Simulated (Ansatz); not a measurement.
# AsH₆NSi: from a rough start to a minimum

Aim: relax AsH₆NSi from a cheap starting geometry, check the end point by its vibrations and derive ideal-gas thermochemistry, and look at its orbitals and charge.

Program: Ansatz 0.2.0, Gaussian basis. Level of theory: RKS PBE0-D4/def2-TZVP. These are calculated values, not measurements.

The runs, in order: relaxation at PBE-D4/def2-SVP; relaxation at PBE0-D4/def2-TZVP; harmonic vibrations at the same level; a single point in def2-TZVPP for the fields.

### Step 1. Where the work starts

SMILES `[SiH3]N[AsH2]`, 9 atoms, charge 0, spin multiplicity 1.

Atoms are counted from 1 here; the program's logs count them from 0.

Bond lengths: Si1–N2 1.739 Å, Si1–H4 1.426 Å, Si1–H5 1.514 Å, Si1–H6 1.513 Å, N2–As3 1.902 Å, N2–H7 1.061 Å, As3–H8 1.512 Å, As3–H9 1.503 Å. Angles: N2–Si1–H4 111.6°, N2–Si1–H5 110.4°, N2–Si1–H6 110.9°, H4–Si1–H5 106.9°, H4–Si1–H6 111.9°, H5–Si1–H6 104.9°, Si1–N2–As3 108.1°, Si1–N2–H7 107.4°, As3–N2–H7 107.2°, N2–As3–H8 94.4°, N2–As3–H9 95.9°, H8–As3–H9 96.3°.

Coordinates:

```xyz
9

Si   -0.4778    0.6158   -0.6773
N     1.0232    0.4322    0.1810
As    0.8309   -1.0119    1.4042
H    -0.8042   -0.5564   -1.4217
H    -0.3828    1.7547   -1.6708
H    -1.5922    1.0133    0.2652
H     1.7603    0.1481   -0.5268
H    -0.4550   -0.4869    2.0015
H     0.1860   -1.9551    0.4277
```

The start is a force-field geometry with small random shifts, so a cheaper pass at PBE-D4/def2-SVP comes first.

### Step 2. Geometry optimisation, PBE-D4/def2-SVP (cheap first pass)

in.yaml reads:

```yaml
crystal:
  periodic: [false, false, false]
  atoms:
    - {symbol: Si, position_ang: [-0.477800, 0.615800, -0.677300]}
    - {symbol: N, position_ang: [1.023200, 0.432200, 0.181000]}
    - {symbol: As, position_ang: [0.830900, -1.011900, 1.404200]}
    - {symbol: H, position_ang: [-0.804200, -0.556400, -1.421700]}
    - {symbol: H, position_ang: [-0.382800, 1.754700, -1.670800]}
    - {symbol: H, position_ang: [-1.592200, 1.013300, 0.265200]}
    - {symbol: H, position_ang: [1.760300, 0.148100, -0.526800]}
    - {symbol: H, position_ang: [-0.455000, -0.486900, 2.001500]}
    - {symbol: H, position_ang: [0.186000, -1.955100, 0.427700]}
basis:
  gaussian: {orbitals: def2-SVP}
hamiltonian: {xc: pbe, dispersion: d4}
relax: {f_tol: 0.03, max_steps: 200}
```

Run with:

```console
> ansatz run in.yaml --threads 2 --pin off --events-out ev --progress --plain --max-ram 4352MiB
```

The log of the run, cut to the lines that bear on the results:

```text
Functional definition: PBE
  name "PBE"
  cite "Perdew, Burke & Ernzerhof, Phys. Rev. Lett. 77, 3865 (1996) doi:10.1103/PhysRevLett.77.3865"
  parent pbe
[...]
1079 factors; their error is unknown
[...]
mean field -70279.78166522 eV, -2582.7343388498 hartree, gradient 1.6e-5 eV, S^2 0.000000; 0 other end points of the search recorded, 0 dependent functions left out
[...]
reference -70279.78169858 eV, -2582.7343400760 hartree; 30, 30 occupied and 64, 64 virtual orbitals, 1079 factors
relax step   1: F+E_penalty+E_count = -70279.98276131 eV  Δ(F+E_penalty+E_count) = +0.000e0 eV  max|allowed force component| = 2.109e0 eV/Å  Δτ_max = 0.0000 Å  (26 SCF iters, accepted)
[...]
relax step   7: F+E_penalty+E_count = -70280.37309408 eV  Δ(F+E_penalty+E_count) = -1.503e-3 eV  max|allowed force component| = 3.064e-2 eV/Å  Δτ_max = 0.0411 Å  (27 SCF iters, accepted)
[...]
relax step   8: F+E_penalty+E_count = -70280.37322388 eV  Δ(F+E_penalty+E_count) = -1.298e-4 eV  max|allowed force component| = 6.960e-3 eV/Å  Δτ_max = 0.0101 Å  (28 SCF iters, accepted)
1079 factors; their error is unknown
mean field -70280.18231278 eV, -2582.7490623761 hartree, gradient 1.7e-5 eV, S^2 0.000000; 1 other end points of the search recorded, 0 dependent functions left out
[...]
reference -70280.18234773 eV, -2582.7490636604 hartree; 30, 30 occupied and 64, 64 virtual orbitals, 1079 factors
Total energy: -70280.37325883 eV, -2582.7560795140 hartree
Atom 0 at    -0.548828     0.664116    -0.830328 Å, force     0.006960    -0.005026     0.004247 eV/Å
Atom 1 at     0.884333     0.244604     0.079840 Å, force    -0.005282    -0.001839     0.002470 eV/Å
Atom 2 at     0.997348    -1.083865     1.389517 Å, force     0.000083     0.003977    -0.002220 eV/Å
Atom 3 at    -1.083277    -0.466455    -1.679782 Å, force    -0.002018    -0.001422    -0.001440 eV/Å
Atom 4 at    -0.208019     1.820860    -1.732180 Å, force     0.001229     0.003954    -0.001607 eV/Å
Atom 5 at    -1.645168     1.055552     0.124649 Å, force     0.000366     0.000542     0.001022 eV/Å
Atom 6 at     1.801542     0.482319    -0.304630 Å, force    -0.000882     0.001491    -0.001651 eV/Å
Atom 7 at    -0.213954    -0.599423     2.220756 Å, force     0.000100    -0.000285    -0.001635 eV/Å
Atom 8 at     0.104422    -2.163908     0.715158 Å, force    -0.000557    -0.001392     0.000814 eV/Å
Dipole moment:     0.146652    -0.022630    -0.026434 e Å
```

It took 15 s on 2 threads of Arm Neoverse V1, shared host.

Relaxation path: (the energy doesn't fall at every step)

| step | energy from step 1 (eV) | largest force component (eV/Å) |
| --- | --- | --- |
| 1 | 0.0000 | 2.1089 |
| 2 | -0.2693 | 0.8390 |
| 3 | -0.3319 | 0.4726 |
| 4 | -0.2737 | 0.7789 |
| 5 | -0.3681 | 0.8775 |
| 6 | -0.3888 | 0.1880 |
| 7 | -0.3903 | 0.0306 |
| 8 | -0.3905 | 0.0070 |

Close pairs (by a distance rule), those that changed most:

| bond | before (Å) | after (Å) | change (Å) |
| --- | --- | --- | --- |
| Si1–H4 | 1.426 | 1.512 | +0.085 |
| As3–H9 | 1.503 | 1.555 | +0.052 |
| N2–H7 | 1.061 | 1.023 | -0.038 |
| As3–H8 | 1.512 | 1.547 | +0.035 |
| N2–As3 | 1.902 | 1.869 | -0.033 |
| Si1–N2 | 1.739 | 1.749 | +0.010 |
| Si1–H5 | 1.514 | 1.506 | -0.008 |
| Si1–H6 | 1.513 | 1.506 | -0.007 |

### Step 3. Relaxation at PBE0-D4/def2-TZVP

in.yaml reads:

```yaml
crystal:
  periodic: [false, false, false]
  atoms:
    - {symbol: Si, position_ang: [-0.548828, 0.664116, -0.830328]}
    - {symbol: N, position_ang: [0.884333, 0.244604, 0.079840]}
    - {symbol: As, position_ang: [0.997348, -1.083865, 1.389517]}
    - {symbol: H, position_ang: [-1.083277, -0.466455, -1.679782]}
    - {symbol: H, position_ang: [-0.208019, 1.820860, -1.732180]}
    - {symbol: H, position_ang: [-1.645168, 1.055552, 0.124649]}
    - {symbol: H, position_ang: [1.801542, 0.482319, -0.304630]}
    - {symbol: H, position_ang: [-0.213954, -0.599423, 2.220756]}
    - {symbol: H, position_ang: [0.104422, -2.163908, 0.715158]}
basis:
  gaussian: {orbitals: def2-TZVP}
hamiltonian: {xc: pbe0, dispersion: d4}
relax: {f_tol: 0.005, max_steps: 150}
```

The command is unchanged.

The log of the run, cut to the lines that bear on the results:

```text
Functional definition: PBE0
  name "PBE0"
  cite "Adamo & Barone, J. Chem. Phys. 110, 6158 (1999) doi:10.1063/1.478522"
  cite "Perdew, Burke & Ernzerhof, Phys. Rev. Lett. 77, 3865 (1996) doi:10.1103/PhysRevLett.77.3865"
  parent pbe
[...]
1110 factors; their error is unknown
[...]
mean field -70295.17382673 eV, -2583.2999903523 hartree, gradient 3.6e-5 eV, S^2 0.000000; 0 other end points of the search recorded, 0 dependent functions left out
[...]
reference -70295.17385866 eV, -2583.2999915255 hartree; 30, 30 occupied and 122, 122 virtual orbitals, 1110 factors
relax step   1: F+E_penalty+E_count = -70295.33485861 eV  Δ(F+E_penalty+E_count) = +0.000e0 eV  max|allowed force component| = 6.075e-1 eV/Å  Δτ_max = 0.0000 Å  (26 SCF iters, accepted)
[...]
Total energy: -70295.37571540 eV, -2583.3074096239 hartree
Atom 0 at    -0.540247     0.652461    -0.822670 Å, force     0.000181     0.003467    -0.002969 eV/Å
Atom 1 at     0.871844     0.223737     0.060336 Å, force     0.003839    -0.004149     0.003066 eV/Å
Atom 2 at     0.977105    -1.081701     1.359895 Å, force     0.001644     0.003072    -0.000732 eV/Å
Atom 3 at    -1.069164    -0.472636    -1.645710 Å, force     0.000732    -0.002515     0.000472 eV/Å
Atom 4 at    -0.202957     1.789302    -1.720638 Å, force     0.000877     0.000311    -0.001977 eV/Å
Atom 5 at    -1.616299     1.048826     0.123938 Å, force    -0.003044     0.000995     0.004097 eV/Å
Atom 6 at     1.776609     0.515161    -0.270419 Å, force    -0.003207    -0.001329     0.000629 eV/Å
Atom 7 at    -0.194544    -0.587152     2.207150 Å, force    -0.000948    -0.000376    -0.000793 eV/Å
Atom 8 at     0.086052    -2.134198     0.691118 Å, force    -0.000072     0.000524    -0.001793 eV/Å
Dipole moment:     0.141966    -0.008538    -0.016610 e Å
```

It took 26 s on 2 threads of Arm Neoverse V1, shared host.

Step by step:

| step | energy from step 1 (eV) | largest force component (eV/Å) |
| --- | --- | --- |
| 1 | 0.0000 | 0.6075 |
| 2 | -0.0357 | 0.2336 |
| 3 | -0.0396 | 0.0567 |
| 4 | -0.0402 | 0.0274 |
| 5 | -0.0407 | 0.0420 |
| 6 | -0.0408 | 0.0041 |

Close pairs (by a distance rule), those that changed most:

| bond | before (Å) | after (Å) | change (Å) |
| --- | --- | --- | --- |
| Si1–N2 | 1.749 | 1.720 | -0.029 |
| N2–As3 | 1.869 | 1.845 | -0.024 |
| As3–H9 | 1.555 | 1.533 | -0.023 |
| Si1–H4 | 1.512 | 1.491 | -0.021 |
| As3–H8 | 1.547 | 1.528 | -0.019 |
| Si1–H6 | 1.506 | 1.487 | -0.019 |
| Si1–H5 | 1.506 | 1.487 | -0.018 |
| N2–H7 | 1.023 | 1.006 | -0.016 |

Mulliken charges of the relaxed molecule (report file):

| atom | value (e) |
| --- | --- |
| Si1 | 0.27 |
| N2 | -0.56 |
| As3 | 0.05 |
| H4 | -0.04 |
| H5 | -0.03 |
| H6 | -0.03 |
| H7 | 0.24 |
| H8 | 0.06 |
| H9 | 0.05 |

### Step 4. Force constants and modes

in.yaml reads:

```yaml
crystal:
  periodic: [false, false, false]
  atoms:
    - {symbol: Si, position_ang: [-0.540247, 0.652461, -0.822670]}
    - {symbol: N, position_ang: [0.871844, 0.223737, 0.060336]}
    - {symbol: As, position_ang: [0.977105, -1.081701, 1.359895]}
    - {symbol: H, position_ang: [-1.069164, -0.472636, -1.645710]}
    - {symbol: H, position_ang: [-0.202957, 1.789302, -1.720638]}
    - {symbol: H, position_ang: [-1.616299, 1.048826, 0.123938]}
    - {symbol: H, position_ang: [1.776609, 0.515161, -0.270419]}
    - {symbol: H, position_ang: [-0.194544, -0.587152, 2.207150]}
    - {symbol: H, position_ang: [0.086052, -2.134198, 0.691118]}
basis:
  gaussian: {orbitals: def2-TZVP}
hamiltonian: {xc: pbe0, dispersion: d4}
phonons: {temperatures: {t_min: 298.15, t_max: 900, t_step: 200}}
```

Same command.

The log of the run, cut to the lines that bear on the results:

```text
Functional definition: PBE0
  name "PBE0"
  cite "Adamo & Barone, J. Chem. Phys. 110, 6158 (1999) doi:10.1063/1.478522"
  cite "Perdew, Burke & Ernzerhof, Phys. Rev. Lett. 77, 3865 (1996) doi:10.1103/PhysRevLett.77.3865"
  parent pbe
[...]
1110 factors; their error is unknown
[...]
mean field -70295.21313770 eV, -2583.3014350036 hartree, gradient 2.3e-5 eV, S^2 0.000000; 0 other end points of the search recorded, 0 dependent functions left out
[...]
reference -70295.21316936 eV, -2583.3014361670 hartree; 30, 30 occupied and 122, 122 virtual orbitals, 1110 factors
[...]
1110 factors; their error is unknown
mean field -70295.21300327 eV, -2583.3014300635 hartree, gradient 1.2e-6 eV, S^2 0.000000; 0 other end points of the search recorded, 0 dependent functions left out
[...]
reference -70295.21303492 eV, -2583.3014312265 hartree; 30, 30 occupied and 122, 122 virtual orbitals, 1110 factors
[...]
Atom 1 at     0.871844     0.223737     0.060336 Å, force     0.003844    -0.004143     0.003052 eV/Å
Atom 2 at     0.977105    -1.081701     1.359895 Å, force     0.001648     0.003066    -0.000737 eV/Å
Atom 3 at    -1.069164    -0.472636    -1.645710 Å, force     0.000737    -0.002506     0.000474 eV/Å
Atom 4 at    -0.202957     1.789302    -1.720638 Å, force     0.000878     0.000311    -0.001976 eV/Å
Atom 5 at    -1.616299     1.048826     0.123938 Å, force    -0.003043     0.000989     0.004094 eV/Å
Atom 6 at     1.776609     0.515161    -0.270419 Å, force    -0.003221    -0.001334     0.000638 eV/Å
Atom 7 at    -0.194544    -0.587152     2.207150 Å, force    -0.000949    -0.000371    -0.000810 eV/Å
Atom 8 at     0.086052    -2.134198     0.691118 Å, force    -0.000073     0.000523    -0.001778 eV/Å
Dipole moment:     0.141967    -0.008537    -0.016609 e Å
Vibrations: 91.92 113.39 160.90 236.44 538.18 706.02 710.36 818.26 863.01 911.81 925.44 953.59 982.87 1023.80 1222.58 2152.35 2179.16 2194.98 2218.94 2223.15 3653.40 cm⁻¹, zero-point energy 1.542398 eV
```

It took 2.5 min on 2 threads of Arm Neoverse V1, shared host.

Motions are named by where the mode's potential energy lies. Wavenumbers, unscaled:

| mode | cm⁻¹ | motion |
| --- | --- | --- |
| 1 | 92 | torsion |
| 2 | 113 | torsion |
| 3 | 161 | bend with torsion |
| 4 | 236 | torsion with bend |
| 5 | 538 | As–N stretch |
| 6 | 706 | bend |
| 7 | 710 | bend |
| 8 | 818 | bend |
| 9 | 863 | bend |
| 10 | 912 | Si–N and As–N stretch |
| 11 | 925 | bend with torsion |
| 12 | 954 | bend |
| 13 | 983 | bend |
| 14 | 1024 | bend with torsion |
| 15 | 1223 | bend |
| 16 | 2152 | As–H stretch |
| 17 | 2179 | As–H stretch |
| 18 | 2195 | Si–H stretch |
| 19 | 2219 | Si–H stretch |
| 20 | 2223 | Si–H stretch |
| 21 | 3653 | N–H stretch |

Ideal gas, rigid rotor and harmonic oscillator at 298.15 K and 1 bar, with symmetry number 1:

| term | value |
| --- | --- |
| zero-point energy | 148.8 kJ/mol |
| H(298) − E | 167.6 kJ/mol |
| entropy, translation | 168.9 J/(mol K) |
| entropy, rotation | 107.1 J/(mol K) |
| entropy, vibration | 55.7 J/(mol K) |
| entropy, total | 331.6 J/(mol K) |

### Step 5. Fields at the relaxed geometry

Changes to in.yaml since step 4:

```diff
@@ -13,4 +13,4 @@
 basis:
-  gaussian: {orbitals: def2-TZVP}
+  gaussian: {orbitals: def2-TZVPP}
 hamiltonian: {xc: pbe0, dispersion: d4}
-phonons: {temperatures: {t_min: 298.15, t_max: 900, t_step: 200}}
+output: {orbitals: {seedname: orbitals}}
```

Same command.

The log of the run:

```text
Functional definition: PBE0
  name "PBE0"
  cite "Adamo & Barone, J. Chem. Phys. 110, 6158 (1999) doi:10.1063/1.478522"
  cite "Perdew, Burke & Ernzerhof, Phys. Rev. Lett. 77, 3865 (1996) doi:10.1103/PhysRevLett.77.3865"
  parent pbe
  parameter a = 0.25
  parameter kappa = 0.804
  parameter beta = 0.06672455060314922
  exchange = (1 - a)*pbe_x(kappa = kappa, mu = beta*pi^2/3) + a*exact_x
  correlation = pbe_c(beta = beta)
1223 factors; their error is unknown
mean field evaluation 1: about -70288.9985 eV, gradient 5.7e1 eV
mean field evaluation 2: about -70274.1327 eV, gradient 9.4e1 eV
mean field evaluation 4: about -70294.9866 eV, gradient 2.4e0 eV
mean field evaluation 8: about -70295.0005 eV, gradient 3.3e-2 eV
mean field evaluation 16: about -70295.2662 eV, gradient 1.9e-5 eV
mean field -70295.26617047 eV, -2583.3033839219 hartree, gradient 1.9e-5 eV, S^2 0.000000; 0 other end points of the search recorded, 0 dependent functions left out
reference -70295.26620181 eV, -2583.3033850738 hartree; 30, 30 occupied and 175, 175 virtual orbitals, 1223 factors
Total energy: -70295.42874935 eV, -2583.3093585857 hartree
```

It took 4.1 s on 2 threads of Arm Neoverse V1, shared host; peak memory 0.47 GiB.

The fields below are evaluated on a grid from the run's orbitals.

Frontier orbitals at PBE0-D4/def2-TZVPP, with the share of their density that lies nearest to each atom:

| orbital | energy (eV) | lies on |
| --- | --- | --- |
| HOMO-1 | -7.61 | As3 61 %; H8, H9 about 12 % each; N2 8 % |
| HOMO | -7.40 | N2 57 %; H4, H9 about 9 % each; H7 8 % |
| LUMO | -0.33 | As3 26 %; H7 15 %; H8, H9 about 10 % each |

ELF in a plane through or near 5 of the atoms.

Values, 10 rows by 14 columns:
```
0.00 0.00 0.00 0.00 0.00 0.00 0.00 0.00 0.00 0.00 0.00 0.00 0.00 0.00
0.00 0.00 0.00 0.00 0.00 0.00 0.00 0.00 0.00 0.00 0.00 0.00 0.00 0.00
0.00 0.00 0.25 0.77 0.57 0.01 0.52 0.88 0.18 0.00 0.01 0.00 0.00 0.00
0.00 0.18 0.94 0.98 0.90 0.19 0.78 0.97 0.22 0.12 0.92 0.90 0.08 0.00
0.00 0.28 0.87 0.65 0.63 0.28 0.59 0.70 0.41 0.85 1.00 1.00 0.79 0.00
0.00 0.02 0.18 0.33 0.22 0.24 0.28 0.43 0.73 0.26 0.93 0.94 0.46 0.00
0.00 0.00 0.00 0.06 0.24 0.20 0.02 0.27 0.53 0.29 0.05 0.01 0.00 0.00
0.00 0.00 0.00 0.01 0.03 0.02 0.00 0.08 0.20 0.10 0.01 0.00 0.00 0.00
0.00 0.00 0.00 0.00 0.00 0.00 0.00 0.00 0.01 0.00 0.00 0.00 0.00 0.00
0.00 0.00 0.00 0.00 0.00 0.00 0.00 0.00 0.00 0.00 0.00 0.00 0.00 0.00
```
The map spans 10.1 Å across and 8.9 Å up, centred on the molecule. Atoms in the plane (x, y in Å): Si1 (1.2, -0.2), N2 (-0.1, 0.9), As3 (-1.9, 0.4), H5 (2.4, 0.5), H7 (0.0, 1.9).

log10 of the density (e/Å³) in the same plane.

Values, 10 rows by 14 columns:
```
-4.0 -4.0 -4.0 -4.0 -4.0 -4.0 -4.0 -4.0 -4.0 -4.0 -4.0 -4.0 -4.0 -4.0
-4.0 -4.0 -4.0 -3.6 -3.4 -3.5 -3.2 -3.1 -3.5 -4.0 -4.0 -4.0 -4.0 -4.0
-4.0 -3.3 -2.5 -2.0 -1.9 -2.0 -1.3 -1.1 -1.9 -2.8 -2.9 -3.2 -3.8 -4.0
-3.7 -2.6 -1.7 -0.9 -0.6 -0.8 -0.1  0.2 -1.0 -1.6 -1.5 -1.9 -2.8 -3.8
-3.4 -2.3 -1.2 -0.2  1.7  0.2  0.5  0.5 -0.3 -0.3  0.1 -0.9 -2.1 -3.3
-3.7 -2.7 -1.6 -0.6  0.3 -0.4 -0.7 -0.4  1.6  0.5 -0.5 -1.2 -2.3 -3.4
-4.0 -3.5 -2.5 -1.6 -1.1 -1.3 -1.7 -1.1 -0.5 -0.8 -1.5 -2.4 -3.2 -4.0
-4.0 -4.0 -3.4 -2.7 -2.3 -2.3 -2.4 -1.9 -1.5 -1.7 -2.4 -3.3 -4.0 -4.0
-4.0 -4.0 -4.0 -3.9 -3.6 -3.6 -3.4 -3.0 -2.8 -2.9 -3.4 -4.0 -4.0 -4.0
-4.0 -4.0 -4.0 -4.0 -4.0 -4.0 -4.0 -4.0 -4.0 -4.0 -4.0 -4.0 -4.0 -4.0
```
The map spans 10.1 Å across and 8.9 Å up, centred on the molecule. Atoms in the plane (x, y in Å): Si1 (1.2, -0.2), N2 (-0.1, 0.9), As3 (-1.9, 0.4), H5 (2.4, 0.5), H7 (0.0, 1.9).

On the surface of density 0.002 e/bohr³ the electrostatic potential runs, from the 1st to the 99th percentile, from -0.53 V near N2 to 1.75 V near H7.

### Step 6. Outcome

| quantity | value |
| --- | --- |
| point group | C1 |
| steps | 8 + 6 |
| shift from the start (rms) | 0.289 Å |
| total energy | -70295.3757 eV |
| dispersion term | -163 meV |
| dipole moment | 0.69 D |
| lowest, highest wavenumber | 92, 3653 cm⁻¹ |
| zero-point energy | 148.8 kJ/mol |
| entropy at 298.15 K | 331.6 J/(mol K) |
| HOMO, LUMO | -7.40, -0.33 eV |

In words: The relaxed geometry lies 0.29 Å (rms) from the start; the bond that changed most is Si1–H4, from 1.426 to 1.491 Å. All wavenumbers are real, so the end point is a minimum. The stiffest mode, 3653 cm⁻¹, is an N–H stretch, and 3 modes under 200 cm⁻¹ make the vibrational entropy uncertain. Harmonic hybrid wavenumbers usually lie a few per cent above measured fundamentals. The largest Mulliken charge, -0.56 e, sits on N2. The HOMO lies mostly on N2 57 %; H4, H9 about 9 % each and the LUMO on As3 26 %; H7 15 %.
